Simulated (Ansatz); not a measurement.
# TaH (singlet): wave-function methods side by side at distance Ta1–H2 = 2.781 Å, def2-SVP

An exercise on one series of results from a longer session: the logs are not shown, and one member is left open.

Method: def2-SVP, core rule «outside noble gas», up to 4 orbitals frozen; program: Ansatz 0.2.0, Gaussian basis.

Plan: UHF; CCSD(T) on RHF; CCSD(T) on UHF; CISD; CCSDT(Q) on RHF; CCSDT(Q) on UHF; CASSCF and MRCISD+Q, 2 electrons in 2 orbitals; CASSCF and NEVPT2, 2 electrons in 2 orbitals; CASSCF and MRCISD+Q, 6 electrons in 7 orbitals; CASSCF and NEVPT2, 6 electrons in 7 orbitals; Full CI.

24 further runs of the same task are left out: 2 for a known fault of the program, 18 that didn't finish, 4 set aside as unsound or not needed.

### The system

The geometry derives from a PBE0/def2-TZVP stationary point (not a proven minimum). One bond is set to the value named and the two fragments are kept rigid. No spin-orbit coupling is included. Elements past krypton take def2 core potentials.

2 atoms, charge 0, spin multiplicity 1.

Atoms are counted from 1 here; the program's logs count them from 0.

No contacts short enough for the rule that draws bonds.

Set-up of the first run:

The input, in.yaml:

```yaml
crystal:
  periodic: [false, false, false]
  atoms:
    - {symbol: Ta, position_ang: [0.000000, 0.000000, 0.000000]}
    - {symbol: H, position_ang: [0.000000, 0.000000, 2.781000]}
basis:
  gaussian: {orbitals: def2-SVP}
magnetization: {spin_polarized: true, initial_magnetization: 0}
hamiltonian: {xc: hf}
output: {orbitals: {seedname: orbitals}}
```

On the command line:

```console
ansatz run in.yaml --threads 1 --pin off --events-out ev --progress --plain --max-ram 2393MiB
```

Among the steps run: UHF; CCSD(T) on RHF; CCSD(T) on UHF; CISD; CCSDT(Q) on RHF; CCSDT(Q) on UHF; CASSCF and MRCISD+Q, 2 electrons in 2 orbitals; CASSCF and NEVPT2, 2 electrons in 2 orbitals; CASSCF and MRCISD+Q, 6 electrons in 7 orbitals; CASSCF and NEVPT2, 6 electrons in 7 orbitals; Full CI.

One table of the session follows, with a row left open; its other results are not shown here.

It belongs to the step «Misses and costs». 

| method | from FCI (meV) |
| --- | --- |
| RHF | +4060.9 |
| RMP2 | +1730.7 |
| CISD | +946.5 |
| RCCSD | +520.2 |
| RCCSD(T) | +218.9 |
| RCCSDT | ? |
| RCCSDT(Q) | -13.2 |
| FCI | 0 |

Q: Estimate the row for RCCSDT from the others.

As computed: from FCI (meV): +46.2. In the column «from FCI (meV)» it lies between FCI (0) and RCCSD(T) (+218.9).

Left out of the table: CASSCF pair, NEVPT2 pair, MRCISD pair, MRCISD+Q pair, CASSCF valence, NEVPT2 valence, MRCISD valence, MRCISD+Q valence (the active space lost an orbital or holds another state than full CI finds).

Left out of the table: UHF, UMP2, UCCSD, UCCSD(T), UCCSDT, UCCSDT(Q) (another determinant or state than the rows shown).

To keep in mind: RCCSDT(Q) falls below full CI, which methods that aren't variational can do.
